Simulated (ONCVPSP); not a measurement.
# Pseudopotential generation for gadolinium: ONCV, LDA (Perdew-Wang 92)

Task: generate the file, and judge it by its errors in other configurations, its logarithmic derivatives, its ghosts and its cutoff.

Program: ONCVPSP 4.0.1.1 (patched build). Reference atom: LDA (Perdew-Wang 92), scalar-relativistic, spherical and spin-unpolarised. All values are calculated.

### Step 1. The design

The settings as typed:

* element: gadolinium (Gd, Z = 64)
* type: optimised norm-conserving Vanderbilt (ONCV)
* frozen core: [Kr] 4d10
* valence charge: 18
* reference configuration: 4f6.5 5s2 5p6 5d1.5 6s2
* partial waves: 5s+6s: rc 2.25 bohr, ncon 5, nbas 8, qcut 5 1/bohr, 3 projectors, debl 2.3 Ha; 5p: rc 1.70 bohr, ncon 5, nbas 8, qcut 4.8 1/bohr, 2 projectors, debl 0.9 Ha; 5d: rc 2.40 bohr, ncon 5, nbas 10, qcut 4.6 1/bohr, 2 projectors, debl 0.5 Ha; 4f: rc 0.80 bohr, ncon 4, nbas 8, qcut 19.1 1/bohr, 3 projectors, debl 0.8 Ha
* local potential: polynomial inside 0.70 bohr (lpopt 5, dvloc0 0 Ha)
* core correction: Teter function, fcfact 5, rcfact 1.75

The nodes and maxima of the atom's own shells, from an earlier all-electron run, set the scale for the radii.

All-electron outer shells of the reference configuration (LDA (PZ), scalar-relativistic, ld1.x):

| shell | level (eV) | outermost node (bohr) | outermost maximum (bohr) |
| --- | --- | --- | --- |
| 4d | -151.34 | 0.27 | 0.56 |
| 5s | -51.68 | 0.65 | 1.18 |
| 5p | -28.78 | 0.70 | 1.34 |
| 4f | -12.11 | – | 0.56 |
| 6s | -4.44 | 1.59 | 3.29 |
| 5d | -3.22 | 0.79 | 1.90 |
| 6p | -1.43 | 1.89 | 4.44 |

### Step 2. Generating the potential

The input, Gd.dat:

```
# ATOM AND REFERENCE CONFIGURATION
# atsym  z   nc   nv     iexc    psfile
  Gd 64.00    9    5  -001012      upf
#
#   n    l    f
    1    0    2.00
    2    0    2.00
    2    1    6.00
    3    0    2.00
    3    1    6.00
    3    2   10.00
    4    0    2.00
    4    1    6.00
    4    2   10.00
    4    3    6.50
    5    0    2.00
    5    1    6.00
    5    2    1.50
    6    0    2.00
#
# PSEUDOPOTENTIAL AND OPTIMIZATION
# lmax
    3
#
#   l,   rc,      ep,       ncon, nbas, qcut
    0    2.25    0.00    5    8    5.00
    1    1.70    0.00    5    8    4.80
    2    2.40    0.00    5   10    4.60
    3    0.80    0.00    4    8   19.10
#
# LOCAL POTENTIAL
# lloc, lpopt,  rc(5),   dvloc0
    4    5    0.70    0.00
#
# VANDERBILT-KLEINMAN-BYLANDER PROJECTORs
# l, nproj, debl
    0    3    2.30
    1    2    0.90
    2    2    0.50
    3    3    0.80
#
# MODEL CORE CHARGE
# icmod, fcfact, rcfact
    3    5.00    1.75
#
# LOG DERIVATIVE ANALYSIS
# epsh1, epsh2, depsh
   -3.00    5.00    0.02
#
# OUTPUT GRID
# rlmax, drl
    6.00    0.01
#
# TEST CONFIGURATIONS
# ncnf
    4
# nvcnf
#   n    l    f
    5
    4    3    7.00
    5    0    2.00
    5    1    6.00
    5    2    1.00
    6    0    2.00
#
    5
    4    3    7.00
    5    0    2.00
    5    1    6.00
    5    2    1.00
    6    0    1.00
#
    5
    4    3    7.00
    5    0    2.00
    5    1    6.00
    5    2    1.00
    6    0    0.00
#
    5
    4    3    6.00
    5    0    2.00
    5    1    6.00
    5    2    2.00
    6    0    1.00
#
```

On the command line:

```
$ oncvpsp.x < Gd.dat > Gd.out
```

Before running it: what results should come out? Wanted: cutoffs for 1 and 0.1 mHa per electron, occupied waves; bound ghosts; GHOST(+) flags; largest test error; largest phase difference near zero energy, channels read; rms error of d²Exc/dn², without and with the model core; projector energies reset by the program.

The runs gave:

```
                                                quantity                                              value
  cutoffs for 1 and 0.1 mHa per electron, occupied waves                                  167 Ha and 219 Ha
                                            bound ghosts                   s at -438.20 eV, p at -198.65 eV
                                          GHOST(+) flags  s at 290 eV, d at 50 eV, f at 57 eV, f at 8202 eV
                            largest test error (AE − PS)                   -80 meV, for 4f7 5s2 5p6 5d1 6s2
largest phase difference near zero energy, channels read                                          0.000 rad
 rms error of d²Exc/dn², without and with the model core                                  7.63 and 3.59 mHa
                 projector energies reset by the program                                p: -1.058, 0.250 Ha
```

A bound ghost (s, p) makes it unfit for use: electrons can fall into a state that the atom doesn't have. By total energies transferability is fair: the largest error is 80 meV on 3.8 eV, for 4f7 5s2 5p6 5d1 6s2. The potential is very hard: the looser tolerance needs 167 Ha. At the looser tolerance the 4f wave is the slowest; 5p needs 54 Ha. Near zero energy the phases of the channels with partial waves agree within 0.001 rad. The program also flags highly localised states, GHOST(+) (s, d, f). All of this concerns the isolated atom, not yet a solid.
